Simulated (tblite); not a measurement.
# C8H13ClSi: the cost of one run

The runs use tblite 0.8.0 and PySCF 2.14.0, with density-fitted response routines of our own; the level of theory stands in each step. All values are computed, except where a source is named. Atoms count from 0, in the outputs and in this text.

### 1 Starting geometry

23 atoms, charge 0, multiplicity 1; geometry from: force field or distance geometry start.

Bonds of the start (Å): C0–C1 1.33, C1–C2 1.50, C2–C3 1.55, C3–C4 1.52, C4–C5 1.35, C5–C6 1.50, C6–Cl7 1.78, C6–C8 1.54, C8–Si9 1.87, C8–C3 1.54, C0–H10 1.09, C0–H11 1.08, C1–H12 1.09, C2–H13 1.09, C2–H14 1.11, C3–H15 1.11, C4–H16 1.08, C5–H17 1.09, C6–H18 1.09, C8–H19 1.10, Si9–H20 1.48, Si9–H21 1.49, Si9–H22 1.49.

### 2 Geometry optimisation with GFN2-xTB

Job settings and geometry (Å):

```
{"job": {"kind": "relax", "xc": "GFN2-xTB", "basis": "xTB"}, "charge": 0, "multiplicity": 1}
C      2.840900     0.662700    -1.138200
C      2.234800    -0.075900    -0.206000
C      1.334000     0.467100     0.868100
C     -0.117700    -0.073700     0.846500
C     -0.198600    -1.570200     1.096000
C     -1.163500    -2.129300     0.340800
C     -1.882700    -1.111100    -0.494100
Cl    -3.441700    -0.790100     0.308400
C     -0.874600     0.057800    -0.490300
Si    -1.504300     1.758700    -0.936100
H      2.677500     1.737300    -1.199500
H      3.487300     0.208600    -1.870200
H      2.428800    -1.149800    -0.164600
H      1.783900     0.250000     1.836900
H      1.282900     1.573600     0.795900
H     -0.669400     0.415100     1.680300
H      0.413600    -2.098300     1.809300
H     -1.426400    -3.181800     0.368500
H     -2.077000    -1.477900    -1.497600
H     -0.167800    -0.170400    -1.296200
H     -2.253200     1.712300    -2.216800
H     -0.350600     2.685600    -1.114400
H     -2.360900     2.326600     0.138800
```

The run is started by

```console
$ OMP_NUM_THREADS=1 python probes_run.py task.json out
```

The driver reads the jobs from task.json and runs them one after another.

**Question.** How long does this first job take on 1 thread of Arm Neoverse N1, shared host?

About 2 s.
